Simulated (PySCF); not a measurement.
# ClOY (Y(O)(Cl)): the cost of one run

Computed with PySCF 2.14.0. Level: several levels, as the steps say, no spin–orbit coupling.

1 further run of the same task is left out (for a known fault of the program).

## 1. The system as given

3 atoms, charge 0, spin multiplicity 1.

Bond lengths: Y1–O2 1.804 Å, Y1–Cl3 2.498 Å. Angles: O2–Y1–Cl3 119.2°.

Geometry (Å):

```tsv
atom	x (Å)	y (Å)	z (Å)
Y1	0.3750	0.0000	-0.4748
O2	1.9105	0.0000	0.4714
Cl3	-1.8062	0.0000	0.7421
```

Formal oxidation states: Y +3. An earlier session relaxed this geometry at PBE0, Y def2-SVP with ECP28, O def2-SVP, Cl def2-SVP (singlet, point group Cs).

At PBE0 on the finer grid: E = -573.399019 Eh, HOMO -7.02 eV, LUMO -2.49 eV, Mulliken charge on Y1 +0.76 e, largest force component 0.034 eV/Å. 

Levels to run: TPSS; TPSSh; PBE0, TZVP. Hardware: 2 threads of Intel Xeon Platinum 8259CL at 2.50GHz (Skylake/Cascade Lake), shared host.

## 2. TPSS

Contents of run.py (the lines that set the calculation):

```python
mol = gto.M(atom='''
Y      0.37504     0.00000    -0.47479
O      1.91051     0.00000     0.47141
Cl    -1.80624     0.00000     0.74208''',
    basis={'Y': 'def2-SVP', 'O': 'def2-SVP', 'Cl': 'def2-SVP'},
    ecp={'Y': 'def2-SVP'},
    charge=0, spin=0)
mf = dft.RKS(mol, xc='TPSS')
mf.grids.atom_grid = (75, 302)
mf = mf.density_fit()  # fitting sets: Y def2-universal-JKFIT, O def2-universal-JKFIT, Cl def2-universal-JKFIT
mf.conv_tol = 1e-08; mf.max_cycle = 55
mf.kernel(dm0)  # dm0: the density of the relaxed state
```

Run with:

```sh
OMP_NUM_THREADS=2 python run.py
```

**Question.** How long does this run take on 2 threads of Intel Xeon Platinum 8259CL at 2.50GHz (Skylake/Cascade Lake), shared host?

About 3.3 s.
